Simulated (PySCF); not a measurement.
# C7H12O: the cost of one run

Programs: PySCF 2.14.0, with routines of our own; each step states its level. All values are computed. Atoms count from 0.

### Step 1. The system as given

20 atoms, charge 0, multiplicity 1; geometry from: GFN2-xTB.

### Step 2. Magnetic properties: GIAO HF/pcSseg-1

What the job is given:

```
{"job": {"kind": "mag", "xc": "HF", "basis": "pcSseg-1", "isotopologues": 2}, "charge": 0, "multiplicity": 1}
C     -3.617443     0.036281    -0.830370
C     -2.747941    -0.961537    -0.791062
O     -1.544183    -1.012870    -0.180799
C     -1.126857     0.130299     0.538492
C      0.229992    -0.167057     1.180201
C      1.309975    -0.265892     0.148894
C      2.382252     0.506219     0.111175
C      3.458615     0.420836    -0.918972
H     -4.543227    -0.082365    -1.360697
H     -3.454123     0.986267    -0.354757
H     -2.942870    -1.905185    -1.284171
H     -1.044491     0.990543    -0.140159
H     -1.867526     0.367739     1.314973
H      0.461468     0.622112     1.897229
H      0.146725    -1.115538     1.717136
H      1.150945    -1.024733    -0.604891
H      2.528514     1.264534     0.871167
H      3.246356    -0.363670    -1.640591
H      4.418422     0.214950    -0.445534
H      3.550251     1.369747    -1.447267
```

Method: GIAO HF/pcSseg-1 magnetisability, rotational g tensor and spin-rotation constants, non-relativistic, gas phase.

Run with:

```sh
> OMP_NUM_THREADS=1 python excited_run.py task.json out
```

The driver reads the jobs from task.json and runs them one after another.

Q: Estimate the wall time and peak memory of this first job on 1 thread of Intel Xeon 6975P-C, shared host.

About 19 s, with a peak of 0.84 GiB.
